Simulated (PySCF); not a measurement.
# Cl2H2O2Ti: the cost of one run

Program: PySCF 2.14.0. Level of theory: levels as typed in each script, gas phase, geometry from GFN2-xTB. These are calculated values, not measurements.

## 1. The starting structure

SMILES `O[Ti](O)(Cl)Cl`, 7 atoms, charge 0, spin multiplicity 1.

Bond lengths: O1–Ti2 1.680 Å, O1–H6 0.959 Å, Ti2–O3 1.679 Å, Ti2–Cl4 2.140 Å, Ti2–Cl5 2.140 Å, O3–H7 0.959 Å. Angles: Ti2–O1–H6 170.9°, O1–Ti2–O3 123.0°, O1–Ti2–Cl4 107.5°, O1–Ti2–Cl5 107.5°, O3–Ti2–Cl4 107.5°, O3–Ti2–Cl5 107.5°, Cl4–Ti2–Cl5 101.8°, Ti2–O3–H7 170.9°.

Geometry (Å):

| atom | x (Å) | y (Å) | z (Å) |
| --- | --- | --- | --- |
| O1 | 0.0000 | -1.2108 | -1.4760 |
| Ti2 | -0.0001 | -0.4091 | 0.0001 |
| O3 | 0.0000 | -1.2111 | 1.4757 |
| Cl4 | 1.6613 | 0.9402 | 0.0000 |
| Cl5 | -1.6612 | 0.9403 | 0.0000 |
| H6 | -0.0001 | -1.7960 | -2.2356 |
| H7 | 0.0001 | -1.7964 | 2.2351 |

## 2. Density, bond paths and surface potential (PBE/def2-tzvp)

File input.py:

```python
import numpy as np
from pyscf import gto, scf, dft
from pyscf.scf import atom_ks, atom_hf
from scipy.linalg import block_diag

def solve(mol, dm0=None, hcore=None):
    mf = (dft.UKS if mol.spin else dft.RKS)(mol, xc='pbe')
    mf.grids.level = 3
    mf = mf.density_fit(auxbasis='def2-universal-jkfit')
    mf.conv_tol, mf.max_cycle = 1e-8, 80
    if hcore is not None:
        mf.get_hcore = lambda *args: hcore
    mf.kernel(dm0)
    if not mf.converged:
        mf = mf.newton().run(mf.mo_coeff, mf.mo_occ, max_cycle=30)
    assert mf.converged, 'SCF not converged'
    return mf

mol = gto.M(atom='''
O     -0.00003    -1.21083    -1.47604
Ti    -0.00011    -0.40913     0.00009
O      0.00002    -1.21109     1.47572
Cl     1.66132     0.94019     0.00001
Cl    -1.66117     0.94032     0.00004
H     -0.00011    -1.79604    -2.23556
H      0.00005    -1.79643     2.23514
''', basis='def2-tzvp', charge=0, spin=0, verbose=4)
mf = solve(mol)
mf.analyze()
# spherically averaged free atoms, for the promolecule
atm = atom_ks.get_atm_nrks(mol, xc='pbe')
pro = block_diag(*[(atm[a[0]][2] * atm[a[0]][3]) @ atm[a[0]][2].T for a in mol._atom])
np.savez('result.npz', e=mf.e_tot, c=mf.mo_coeff, occ=mf.mo_occ, eps=mf.mo_energy, pro=pro, dip=mf.dip_moment(verbose=0), s2=mf.spin_square()[0])
```

Command:

```sh
> OMP_NUM_THREADS=1 python input.py
```

**Question.** How long does this run take on 1 thread of Intel Xeon Platinum 8488C (Sapphire Rapids), shared host, and how much memory does it need?

About 26 s, with a peak of 0.65 GiB.
